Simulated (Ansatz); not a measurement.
# CuSe3: a trial structure relaxed

Where does CuSe3 go from the start given, ReO3 type (Pm-3m, No. 221)?

Program: Ansatz 0.2.0. Level of theory: DFT r2SCAN, scalar-relativistic, plane waves, PAW. These are calculated values, not measurements.

## (1) Starting point

Symmetry: Pm-3m, No. 221, cubic system. Conventional cell: a = 4.865 Å, b = 4.865 Å, c = 4.865 Å, α = 90.00°, β = 90.00°, γ = 90.00°. Cu (site symmetry m-3m) is surrounded by 6 Se at 2.43 Å. Se (site symmetry 4/mmm) is surrounded by 2 Cu at 2.43 Å.

Coordinates:

```
Cu Se
1.0
     4.86501    0.00000    0.00000
     0.00000    4.86501    0.00000
     0.00000    0.00000    4.86501
Cu Se
1 3
Cartesian
  0.0000 0.0000 0.0000
  2.4325 0.0000 0.0000
  0.0000 2.4325 0.0000
  0.0000 0.0000 2.4325
```

## (2) Quick check of gap, pressure and forces

File input.yaml:

```yaml
crystal:
  lattice:
    - [4.8650084989, 0.0, 0.0]
    - [0.0, 4.8650084989, 0.0]
    - [0.0, 0.0, 4.8650084989]
  atoms:
    - { symbol: Cu, position: [0.0, 0.0, 0.0], spin: 1.0 }
    - { symbol: Se, position: [0.5, 0.0, 0.0] }
    - { symbol: Se, position: [0.0, 0.5, 0.0] }
    - { symbol: Se, position: [0.0, 0.0, 0.5] }
basis:
  ecutwfc: 500
kpoints:
  mp_grid: { grid: [4, 4, 4] }
hamiltonian:
  xc: r2scan
scf:
  occupations: { method: gaussian, width: 0.1 }
  lower_state_search: "off"
output:
  forces: true
  stress: true
  eigenvalues: true
  populations: true
magnetization:
  spin_polarized: true
```

Command:

```console
> ansatz run input.yaml --threads 1 --pin off --max-ram 2560MiB --backend cpu --events-out ev --progress --plain --runs-dir out
```

Log, shortened:

```text
[...]
this state was not tested for a lower state beside it, because the mixer in use, unlike msr1, does not test its closes by its own steps (another_mixer; see scf.mixing.algorithm and scf.lower_state_search)
SCF converged after 20 iterations
Magnetization: 0.0000 μB (33.5000 up, 33.5000 down)
Absolute magnetization: 0.0000 μB (∫|ρ↑−ρ↓|, with the PAW one-centre terms)
Spin contamination: 0.0000 ħ² per cell (⟨S²⟩ above its minimum at these occupations)
Per-site moments (μB) at R_I (Å): [(7.325245027301983e-6, 1.003408002898125), (2.921869827836878e-6, 1.003408002898125), (2.9218698276261897e-6, 1.003408002898125), (2.9218698280433077e-6, 1.003408002898125)]
Free energy (F): -23063.040981 eV
[...]
E sigma→0 (E₀):  -23063.030785 eV
Entropy (-TS):   -0.020393 eV (-5.098 meV/atom)
Fermi energy:    4.868512 eV
[...]
--- Forces (eV/Å), atoms counted from 1 ---
  atom   1  Cu    -0.00000000     0.00000000     0.00000000
  atom   2  Se    -0.00000000     0.00000000    -0.00000000
  atom   3  Se    -0.00000000    -0.00000000    -0.00000000
  atom   4  Se    -0.00000000    -0.00000000     0.00000000
[...]
--- Stress (GPa, compression-positive) ---
       -2.695421       0.000000       0.000000
        0.000000      -2.695421       0.000000
        0.000000       0.000000      -2.695421
  P = ⅓ Tr σ = -2.6954 GPa (-26.954 kbar)
--- Band table (eV; the first three rows and the last of 20) ---
[...]
--- Löwdin populations: 4 sites ---
  site symbol       q [e]    m [muB]
     0     Cu     18.1812     0.0000
     1     Se     16.2093     0.0000
     2     Se     16.2093     0.0000
     3     Se     16.2093     0.0000
  spilling = 0.002851 (of n_electrons = 67.000000)
```

Wall time 41 s (1 thread of Arm Neoverse V1, shared host); peak memory 0.62 GiB.

By site:

| atom | Löwdin electrons |
| --- | --- |
| Cu1 | 18.18 |
| Se2 | 16.21 |
| Se3 | 16.21 |
| Se4 | 16.21 |

The Löwdin counts miss 0.19 of the 67 electrons, which the atomic orbitals do not span, so they are no charges.

Read-out: pressure -2.7 GPa, largest force 0.00 eV/Å, gap on this mesh none (metal). By this gap the next run takes a mesh of 10×10×10.

## (3) Full relaxation

File input.yaml:

```yaml
crystal:
  lattice:
    - [4.8650084989, 0.0, 0.0]
    - [0.0, 4.8650084989, 0.0]
    - [0.0, 0.0, 4.8650084989]
  atoms:
    - { symbol: Cu, position: [0.0, 0.0, 0.0] }
    - { symbol: Se, position: [0.5, 0.0, 0.0] }
    - { symbol: Se, position: [0.0, 0.5, 0.0] }
    - { symbol: Se, position: [0.0, 0.0, 0.5] }
basis:
  ecutwfc: 500
kpoints:
  mp_grid: { grid: [10, 10, 10] }
hamiltonian:
  xc: r2scan
scf:
  occupations: { method: gaussian, width: 0.1 }
output:
  forces: true
  stress: true
  eigenvalues: true
relax:
  adjacent_minimum: "off"
  f_tol: 0.01
  max_steps: 80
  cell: { stress_tol: 0.05 }
```

Command:

```console
> ansatz run input.yaml --threads 1 --pin off --max-ram 2560MiB --backend cpu --events-out ev --progress --plain --runs-dir out
```

Log:

```text
Warning: RAYON_NUM_THREADS=1 ignored (pool sized by the plan → 1); use --threads N
Engine: ansatz 0.2.0, aarch64-unknown-linux-gnu
Pseudopotentials: kind: paw
Pseudopotential: Cu, paw, valence charge 19, recommended cutoff 500 eV (meta_gga), Cu.paw.azcp
Pseudopotential: Se, paw, valence charge 16, recommended cutoff 500 eV (meta_gga), Se.paw.azcp
Functional definition: r2SCAN
  parameter k0 = 0.174
  parameter k1 = 0.065
  parameter a1 = 4.9479
  exchange = r2scan_x(k0 = k0, k1 = k1, a1 = a1)
  correlation = r2scan_c
Crystal: 4 atoms, lattice volume = 115.147 Å³
Basis set: ecut = 500 eV, 2945 PW (Γ), exchange–correlation on 144×144×144 points (64 copies of the dense FFT grid, shifted against one another)
Bands: 41, of which v1, the nominal top of the filled ones, is band 34 counted from 1 (33 counted from 0)
Symmetry: 48 space group operations
Space group: Pm-3m (ITA 221), of the structure as read, at distance tolerance 4.9e-5 Å
k-points: 56 of 1000
Non-local potential: Cu, projectors of the file, l = 0: 3, l = 1: 2, l = 2: 3, l = 3: 1
Non-local potential: Se, projectors of the file, l = 0: 2, l = 1: 2, l = 2: 3, l = 3: 1
PAW form: soft (Blöchl's): semilocal exchange-correlation on the pseudo side does not see the compensation charge
PAW frozen core: Cu, regenerated for the run's functional (the file was generated under x = pbe(κ = 0.804, μ = 0.2195149727645171), c = pbe(β = 0.06672455060314922))
PAW frozen core: Se, regenerated for the run's functional (the file was generated under x = pbe(κ = 0.804, μ = 0.2195149727645171), c = pbe(β = 0.06672455060314922))
PAW one-centre angular grid: Cu, 590 points (default); XC on 160 Gauss nodes
PAW one-centre angular grid: Se, 590 points (default); XC on 160 Gauss nodes
Initial density: superposition of atomic densities (neutral atoms: chi_scale 0, normalization atom), corrected by the library's trained network
Initial wavefunctions: pseudopotential atomic-orbital guess
Functional: x = r2scan, c = r2scan; τ floored in thin density (d = 2e-4 eV/Å³)
SCF iter   1: F=—  HF=-23062.985706 eV  |F-HF|=—  |Δ(HF+E_count)|=         —  Δρ=1.43e-2  dr2=1.28e-1  dr2_τ=3.76e-3  ethr=1.77e-3  ⟨swp⟩=6.1  Hψ=8809  notcnv=0  defer=28
preconditioner: auto → LDOS  [metal: Δε(μ)=0.011 eV  Ē_g=10.270 eV  σ=0.100 eV  W_gap=0.06  n_scr=26 (ndim 8)  ℏωp=18.6 eV  f_vac=0.233  D(μ)=5.20/eV (n_scr^D=32)  β→1.0]
SCF iter   2: F=—  HF=-23063.033846 eV  |F-HF|=—  |Δ(HF+E_count)|=   4.81e-2  Δρ=1.92e-2  dr2=2.34e-1  dr2_τ=1.40e-3  ethr=1.92e-4  ⟨swp⟩=2.7  Hψ=4985  notcnv=0  defer=104
SCF iter   3: F=—  HF=-23062.980268 eV  |F-HF|=—  |Δ(HF+E_count)|=   5.36e-2  Δρ=3.61e-3  dr2=1.16e-2  dr2_τ=6.58e-5  ethr=1.92e-4  ⟨swp⟩=2.0  Hψ=4378  notcnv=0  defer=104
SCF iter   4: F=—  HF=-23062.980370 eV  |F-HF|=—  |Δ(HF+E_count)|=   1.02e-4  Δρ=2.56e-3  dr2=5.75e-3  dr2_τ=2.70e-5  ethr=1.73e-5  ⟨swp⟩=1.0  Hψ=2744  notcnv=0  defer=104
SCF iter   5: F=—  HF=-23062.979763 eV  |F-HF|=—  |Δ(HF+E_count)|=   6.07e-4  Δρ=5.77e-4  dr2=3.42e-4  dr2_τ=2.56e-6  ethr=8.58e-6  ⟨swp⟩=2.0  Hψ=2382  notcnv=0  defer=104
SCF iter   6: F=—  HF=-23062.979744 eV  |F-HF|=—  |Δ(HF+E_count)|=   1.88e-5  Δρ=8.04e-5  dr2=4.09e-6  dr2_τ=2.61e-7  ethr=5.11e-7  ⟨swp⟩=2.0  Hψ=2686  notcnv=0  defer=104
SCF iter   7: F=—  HF=-23062.979753 eV  |F-HF|=—  |Δ(HF+E_count)|=   8.69e-6  Δρ=3.01e-5  dr2=1.06e-6  dr2_τ=6.84e-9  ethr=6.11e-9  ⟨swp⟩=2.0  Hψ=3016  notcnv=0  defer=104
SCF iter   8: F=—  HF=-23062.979752 eV  |F-HF|=—  |Δ(HF+E_count)|=   6.45e-8  Δρ=1.14e-5  dr2=1.15e-7  dr2_τ=7.17e-10  ethr=1.58e-9  ⟨swp⟩=1.2  Hψ=2204  notcnv=0  defer=104
SCF iter   9: F=-23062.979752 eV  HF=-23062.979752 eV  |F-HF|=4.15e-10  |Δ(HF+E_count)|=   7.64e-9  Δρ=9.28e-7  dr2=8.81e-10  dr2_τ=2.14e-11  ethr=1.49e-10  ⟨swp⟩=9.9  Hψ=9267  notcnv=0
SCF 1 converged in 9 iterations: F = -23062.979752 eV  dr2 = 8.81e-10
relax step   1: F+E_penalty+E_count = -23062.97975246 eV  Δ(F+E_penalty+E_count) = +0.000e0 eV  max|allowed force component| = 6.442e-30 eV/Å  Δτ_max = 0.0000 Å  P = -2.553 GPa  Ω = 115.147 Å³  (9 SCF iters, dr2 threshold 1.00e-7 eV, accepted)
Crystal: 4 atoms, lattice volume = 109.847 Å³
Basis set: ecut = 500 eV, 2801 PW (Γ), exchange–correlation on 144×144×144 points (64 copies of the dense FFT grid, shifted against one another)
Initial density: handed on by an earlier stage of this run
Initial wavefunctions: those handed on with the density
iter 1 solved again at ethr=6.43e-6 eV; its pass at ethr=3.10e-3 eV (dr2=4.31e-3 eV) is discarded
SCF iter   1: F=—  HF=-23062.973016 eV  |F-HF|=—  |Δ(HF+E_count)|=         —  Δρ=2.49e-3  dr2=4.53e-3  dr2_τ=2.96e-2  ethr=6.43e-6  ⟨swp⟩=2.0  Hψ=11355  notcnv=0
preconditioner: auto → LDOS  [metal: Δε(μ)=0.013 eV  Ē_g=10.464 eV  σ=0.100 eV  W_gap=0.07  n_scr=26 (ndim 8)  ℏωp=19.1 eV  f_vac=0.224  D(μ)=4.85/eV (n_scr^D=32)  β→1.0]
SCF iter   2: F=—  HF=-23063.032672 eV  |F-HF|=—  |Δ(HF+E_count)|=   5.97e-2  Δρ=3.73e-3  dr2=7.54e-3  dr2_τ=3.65e-5  ethr=6.43e-6  ⟨swp⟩=2.4  Hψ=4625  notcnv=0
SCF iter   3: F=—  HF=-23063.030650 eV  |F-HF|=—  |Δ(HF+E_count)|=   2.02e-3  Δρ=6.48e-4  dr2=8.53e-4  dr2_τ=9.12e-6  ethr=6.43e-6  ⟨swp⟩=2.0  Hψ=4267  notcnv=0
SCF iter   4: F=—  HF=-23063.030631 eV  |F-HF|=—  |Δ(HF+E_count)|=   1.88e-5  Δρ=5.35e-4  dr2=4.80e-4  dr2_τ=3.73e-6  ethr=1.27e-6  ⟨swp⟩=1.0  Hψ=2311  notcnv=0
SCF iter   5: F=—  HF=-23063.030638 eV  |F-HF|=—  |Δ(HF+E_count)|=   6.56e-6  Δρ=2.35e-4  dr2=1.04e-4  dr2_τ=1.45e-6  ethr=7.17e-7  ⟨swp⟩=2.0  Hψ=3058  notcnv=0
SCF iter   6: F=—  HF=-23063.030629 eV  |F-HF|=—  |Δ(HF+E_count)|=   8.80e-6  Δρ=1.20e-4  dr2=1.97e-5  dr2_τ=6.66e-8  ethr=1.55e-7  ⟨swp⟩=1.0  Hψ=2274  notcnv=0
SCF iter   7: F=—  HF=-23063.030626 eV  |F-HF|=—  |Δ(HF+E_count)|=   2.44e-6  Δρ=2.89e-5  dr2=1.23e-6  dr2_τ=1.16e-8  ethr=2.95e-8  ⟨swp⟩=1.6  Hψ=2321  notcnv=0
SCF iter   8: F=-23063.030626 eV  HF=-23063.030626 eV  |F-HF|=5.02e-9  |Δ(HF+E_count)|=   3.24e-8  Δρ=7.94e-6  dr2=6.51e-8  dr2_τ=1.05e-9  ethr=5.97e-10  ⟨swp⟩=5.6  Hψ=9456  notcnv=0
SCF 2 converged in 8 iterations: F = -23063.030626 eV  dr2 = 6.51e-8
relax step   2: F+E_penalty+E_count = -23063.03062625 eV  Δ(F+E_penalty+E_count) = -5.087e-2 eV  max|allowed force component| = 3.895e-30 eV/Å  Δτ_max = 0.0000 Å  P = -0.386 GPa  Ω = 109.847 Å³  energy of the carried Pulay correction = +5.885e-4 eV  (8 SCF iters, dr2 threshold 4.00e-7 eV, accepted)
Crystal: 4 atoms, lattice volume = 108.953 Å³
Basis set: ecut = 500 eV, 2777 PW (Γ), exchange–correlation on 144×144×144 points (64 copies of the dense FFT grid, shifted against one another)
iter 1 solved again at ethr=2.31e-7 eV; its pass at ethr=3.10e-3 eV (dr2=1.55e-4 eV) is discarded
SCF iter   1: F=—  HF=-23063.029873 eV  |F-HF|=—  |Δ(HF+E_count)|=         —  Δρ=4.71e-4  dr2=1.55e-4  dr2_τ=9.17e-4  ethr=2.31e-7  ⟨swp⟩=2.0  Hψ=9860  notcnv=0
preconditioner: auto → LDOS  [metal: Δε(μ)=0.016 eV  Ē_g=10.485 eV  σ=0.100 eV  W_gap=0.09  n_scr=26 (ndim 8)  ℏωp=19.2 eV  f_vac=0.224  D(μ)=4.82/eV (n_scr^D=32)  β→1.0]
SCF iter   2: F=—  HF=-23063.031769 eV  |F-HF|=—  |Δ(HF+E_count)|=   1.90e-3  Δρ=7.18e-4  dr2=2.76e-4  dr2_τ=1.29e-6  ethr=2.31e-7  ⟨swp⟩=2.2  Hψ=4220  notcnv=0  recentre
SCF iter   3: F=—  HF=-23063.031698 eV  |F-HF|=—  |Δ(HF+E_count)|=   7.10e-5  Δρ=1.88e-4  dr2=4.15e-5  dr2_τ=6.89e-7  ethr=2.31e-7  ⟨swp⟩=2.0  Hψ=4150  notcnv=0
SCF iter   4: F=—  HF=-23063.031695 eV  |F-HF|=—  |Δ(HF+E_count)|=   2.70e-6  Δρ=9.71e-5  dr2=1.45e-5  dr2_τ=1.09e-7  ethr=6.20e-8  ⟨swp⟩=1.0  Hψ=2298  notcnv=0
SCF iter   5: F=—  HF=-23063.031695 eV  |F-HF|=—  |Δ(HF+E_count)|=   2.58e-7  Δρ=4.39e-5  dr2=1.16e-6  dr2_τ=5.87e-9  ethr=2.17e-8  ⟨swp⟩=2.0  Hψ=2746  notcnv=0
SCF iter   6: F=-23063.031694 eV  HF=-23063.031695 eV  |F-HF|=2.42e-7  |Δ(HF+E_count)|=   1.17e-8  Δρ=1.15e-5  dr2=2.95e-7  dr2_τ=5.56e-9  ethr=5.57e-10  ⟨swp⟩=5.2  Hψ=9825  notcnv=0
SCF 3 converged in 6 iterations: F = -23063.031694 eV  dr2 = 2.95e-7
relax step   3: F+E_penalty+E_count = -23063.03169446 eV  Δ(F+E_penalty+E_count) = -1.068e-3 eV  max|allowed force component| = 2.038e-30 eV/Å  Δτ_max = 0.0000 Å  P = +0.043 GPa  Ω = 108.953 Å³  energy of the carried Pulay correction = +6.905e-4 eV  (6 SCF iters, dr2 threshold 3.73e-7 eV, accepted)
Initial wavefunctions: pseudopotential atomic-orbital guess (no wavefunctions were taken with the density)
iter 1 solved again at ethr=1.83e-7 eV; its pass at ethr=3.10e-3 eV (dr2=1.23e-4 eV) is discarded
SCF iter   1: F=—  HF=-23063.031119 eV  |F-HF|=—  |Δ(HF+E_count)|=         —  Δρ=4.49e-5  dr2=7.19e-7  dr2_τ=7.65e-7  ethr=1.83e-7  ⟨swp⟩=3.0  Hψ=14006  notcnv=0
preconditioner: auto → LDOS  [metal: Δε(μ)=0.017 eV  Ē_g=10.481 eV  σ=0.100 eV  W_gap=0.09  n_scr=26 (ndim 8)  ℏωp=19.2 eV  f_vac=0.223  D(μ)=4.83/eV (n_scr^D=32)  β→1.0]
SCF iter   2: F=—  HF=-23063.031123 eV  |F-HF|=—  |Δ(HF+E_count)|=   3.53e-6  Δρ=1.61e-4  dr2=2.16e-5  dr2_τ=9.13e-8  ethr=1.07e-9  ⟨swp⟩=2.4  Hψ=4240  notcnv=0
SCF iter   3: F=—  HF=-23063.031119 eV  |F-HF|=—  |Δ(HF+E_count)|=   3.15e-6  Δρ=2.60e-5  dr2=5.27e-7  dr2_τ=7.27e-9  ethr=1.07e-9  ⟨swp⟩=2.3  Hψ=4220  notcnv=0
SCF iter   4: F=—  HF=-23063.031119 eV  |F-HF|=—  |Δ(HF+E_count)|=   1.34e-7  Δρ=5.07e-5  dr2=1.91e-6  dr2_τ=1.09e-8  ethr=7.87e-10  ⟨swp⟩=2.0  Hψ=4174  notcnv=0  recentre
SCF iter   5: F=—  HF=-23063.031119 eV  |F-HF|=—  |Δ(HF+E_count)|=   3.41e-7  Δρ=2.37e-6  dr2=6.18e-9  dr2_τ=1.84e-10  ethr=7.87e-10  ⟨swp⟩=2.0  Hψ=4137  notcnv=0
SCF iter   6: F=—  HF=-23063.031119 eV  |F-HF|=—  |Δ(HF+E_count)|=   2.87e-9  Δρ=4.50e-7  dr2=7.64e-11  dr2_τ=1.14e-11  ethr=9.23e-12  ⟨swp⟩=3.0  Hψ=4500  notcnv=0
SCF iter   7: F=-23063.031119 eV  HF=-23063.031119 eV  |F-HF|=2.91e-11  |Δ(HF+E_count)|=  1.20e-10  Δρ=9.85e-8  dr2=3.20e-12  dr2_τ=9.99e-13  ethr=1.00e-12  ⟨swp⟩=4.3  Hψ=8380  notcnv=0
SCF 4 converged in 7 iterations: F = -23063.031119 eV  dr2 = 3.20e-12
relax step   4: F+E_penalty+E_count = -23063.03111916 eV  Δ(F+E_penalty+E_count) = +5.753e-4 eV  max|allowed force component| = 1.397e-31 eV/Å  Δτ_max = 0.0000 Å  P = +0.037 GPa  Ω = 108.953 Å³  stress off target by 3.70e-2 GPa  SCF on the basis re-selected at this cell (its energy is not comparable with the rows above)  (7 SCF iters)
basis re-selected at this cell: Δ(F+E_penalty+E_count) = +5.753e-4 eV, ΔP = -0.006 GPa vs the last step (what re-selecting the basis moved, of the pressure what is left beyond the Pulay correction that the steps carried, after the strain that the cell walked since its last selection, with what the two solves' SCF thresholds leave and, on support functions, any second-order correction that the steps lacked; it is no measure of the basis error at this ecutwfc). This SCF's stress stands 3.70e-2 GPa from its target on what of the cell is left free (relax.cell.stress_tol is 5.00e-2 GPa) and its largest allowed force component is 1.40e-31 eV/Å (relax.f_tol is 1.00e-2 eV/Å): within both
SCF converged after 7 iterations
Free energy (F): -23063.031119 eV
Harris-Foulkes:  -23063.031119 eV  (|F-HF|=2.91e-11)
Internal energy: -23063.006991 eV  (E = F + TS)
E sigma→0 (E₀):  -23063.019055 eV
Entropy (-TS):   -0.024128 eV (-6.032 meV/atom)
Fermi energy:    5.539761 eV
--- Per-component energies (eV) ---
  E_band       = -1904.664701
  E_kinetic    = 648.334869
  E_local      = -15216.953874  (includes V_loc(G=0)·N_el)
  E_nonlocal   = -1386.454315
  E_hartree    = 7167.636407
  E_xc         = -373.474503
  E_vxc        = -435.416718  (∫ρ·V_xc dr)
  E_paw        = -7455.111024  (= ΣΔE_a)
  E_vpaw       = 125.684113  (= ΣTr[D̂ρ^β])
  E_aug_tail   = -0.000481  (compensation charges beyond the density's cutoff)
  E_vtau       = 24.868943  (kinetic-family band-sum trace: ∫τ·v_τ [+ j·A + Jᵃ·Aᵃ] dr)
  E_ewald      = -6441.388653
  E_core_change = -5.595419  (= ΣΔE_core)
  E_smearing   = -0.024128  (= −TS)
  E_closure    = 0.000000  (closes the sum)
  Σ components = -23063.031119   (vs F -23063.031119, Δ=0.00e0)
--- Forces (eV/Å), atoms counted from 1 ---
  atom   1  Cu     0.00000000     0.00000000     0.00000000
  atom   2  Se     0.00000000     0.00000000     0.00000000
  atom   3  Se    -0.00000000     0.00000000     0.00000000
  atom   4  Se     0.00000000     0.00000000     0.00000000
  max |Σ_I F_I| component: 4.93e-31 eV/Å
--- Stress (GPa, compression-positive) ---
        0.036961       0.000000      -0.000000
        0.000000       0.036961       0.000000
       -0.000000       0.000000       0.036961
  P = ⅓ Tr σ = 0.0370 GPa (0.370 kbar)
--- Band table (eV; the first three rows and the last of 56) ---
  k-point 0: bands = ["-111.5800", "-67.4081", "-67.4081", "-67.4081", "-43.0958", "-43.0932", "-43.0932", "-43.0561", "-43.0561", "-43.0561", "-43.0510", "-43.0510", "-43.0510", "-42.9655", "-42.9655", "-42.9652", "-42.9652", "-42.9652", "-42.9631", "-9.0181", "-6.7620", "-6.7620", "1.0082", "1.0082", "1.0082", "1.9566", "1.9566", "1.9566", "2.5091", "2.5091", "5.0492", "5.0492", "5.0492", "5.8142", "5.8142", "5.8142", "7.7136", "11.4472", "13.4438", "13.4438", "13.7001"]
  k-point 1: bands = ["-111.5800", "-67.4081", "-67.4081", "-67.4081", "-43.0957", "-43.0932", "-43.0932", "-43.0561", "-43.0559", "-43.0559", "-43.0511", "-43.0511", "-43.0510", "-42.9655", "-42.9654", "-42.9652", "-42.9652", "-42.9652", "-42.9632", "-8.9785", "-6.8121", "-6.7592", "0.8757", "1.0367", "1.0367", "1.9418", "1.9418", "1.9569", "2.5096", "2.6540", "4.9930", "5.0314", "5.0314", "5.6169", "5.7701", "5.7701", "7.9644", "11.6648", "13.5000", "13.6560", "13.7433"]
  k-point 2: bands = ["-111.5800", "-67.4082", "-67.4081", "-67.4081", "-43.0955", "-43.0932", "-43.0932", "-43.0561", "-43.0556", "-43.0556", "-43.0515", "-43.0515", "-43.0510", "-42.9655", "-42.9653", "-42.9652", "-42.9652", "-42.9652", "-42.9633", "-8.8648", "-6.9541", "-6.7517", "0.6180", "1.1186", "1.1186", "1.8966", "1.8966", "1.9577", "2.5109", "2.9465", "4.8521", "4.9710", "4.9710", "5.1873", "5.6741", "5.6741", "8.6196", "12.2048", "13.6430", "13.8668", "14.2563"]
  k-point 55: bands = ["-111.5800", "-67.4082", "-67.4082", "-67.4082", "-43.0934", "-43.0934", "-43.0934", "-43.0539", "-43.0539", "-43.0539", "-43.0531", "-43.0531", "-43.0531", "-42.9660", "-42.9649", "-42.9649", "-42.9646", "-42.9646", "-42.9646", "-7.3495", "-7.3495", "-7.3495", "-1.8970", "0.6820", "0.6820", "0.9161", "0.9161", "0.9161", "3.4882", "3.4882", "3.4882", "6.7733", "6.7733", "6.7733", "7.6394", "7.6394", "10.4492", "12.4167", "12.4167", "12.4167", "16.9423"]
--- Relaxed structure (3 steps of the walk, 3 accepted, 1 SCFs on fresh bases) ---
  F+E_penalty+E_count = -23063.03111916 eV   max|allowed force component| = 1.397e-31 eV/Å   (the final SCF, on the basis selected at the relaxed cell)
  cell:  # Å, volume = 108.9528 Å³
    - [4.776167044592777, -3.5308715647099323e-34, -1.2839532962581571e-33]
    - [-2.1506217712324133e-33, 4.776167044592777, 0.0]
    - [-2.5679065925163143e-34, 0.0, 4.776167044592777]
  atoms:
    - { symbol: Cu, position: [2.3627967901317316e-47, 8.813607074300906e-48, 4.125518204991913e-48] }
    - { symbol: Se, position: [0.5, 5.067561890334803e-48, 3.848781182532762e-49] }
    - { symbol: Se, position: [-2.133935344537609e-47, 0.5, -2.6253297668130355e-48] }
    - { symbol: Se, position: [-3.373029064136351e-48, 6.56332441703259e-48, 0.5] }
```

Wall time 2.3 min (1 thread of Arm Neoverse V1, shared host); peak memory 0.72 GiB.

Step by step:

| step | energy from step 1 (eV/cell) | largest force component (eV/Å) | pressure (GPa) | volume (Å³) |
| --- | --- | --- | --- | --- |
| 1 | 0.0000 | 0.0000 | -2.55 | 115.15 |
| 2 | -0.0509 | 0.0000 | -0.39 | 109.85 |
| 3 | -0.0519 | 0.0000 | 0.04 | 108.95 |
| 4 | -0.0514 | 0.0000 | 0.04 | 108.95 |

Step 1 is the start. Step 4 repeats the geometry before it on a plane-wave basis chosen anew for that cell, so its energy need not be comparable with the rows above.

|  | before | after | change |
| --- | --- | --- | --- |
| a (Å) | 4.865 | 4.776 | -1.8 % |
| b (Å) | 4.865 | 4.776 | -1.8 % |
| c (Å) | 4.865 | 4.776 | -1.8 % |
| volume (Å³/atom) | 28.79 | 27.24 | -5.4 % |
| shortest distance (Å) | 2.433 | 2.388 | -1.8 % |
| space group (0.01 Å) | Pm-3m | Pm-3m | same |

Forces and stress were held to the start's 48 operations: a distortion of lower symmetry was not tested.

## (4) Results

Formation energies count from the elements, computed with the same settings in runs not shown here.

```
                          quantity                                                                      value
                              cell  a = 4.776 Å, b = 4.776 Å, c = 4.776 Å, α = 90.00°, β = 90.00°, γ = 90.00°
                       space group                                                            Pm-3m (No. 221)
                            volume                                                              27.24 Å³/atom
                   gap on the mesh                                                               none (metal)
formation energy from the elements                                                             +0.649 eV/atom
```

What this shows: The space group stayed Pm-3m, and from the first guess the volume went from 28.79 to 27.24 Å³/atom. The formation energy of +0.65 eV/atom is positive, so the elements lie lower than this structure; another structure of the compound can lie lower. A spin-polarised run here lost its starting moments, which speaks against magnetism, though one start doesn't rule it out.
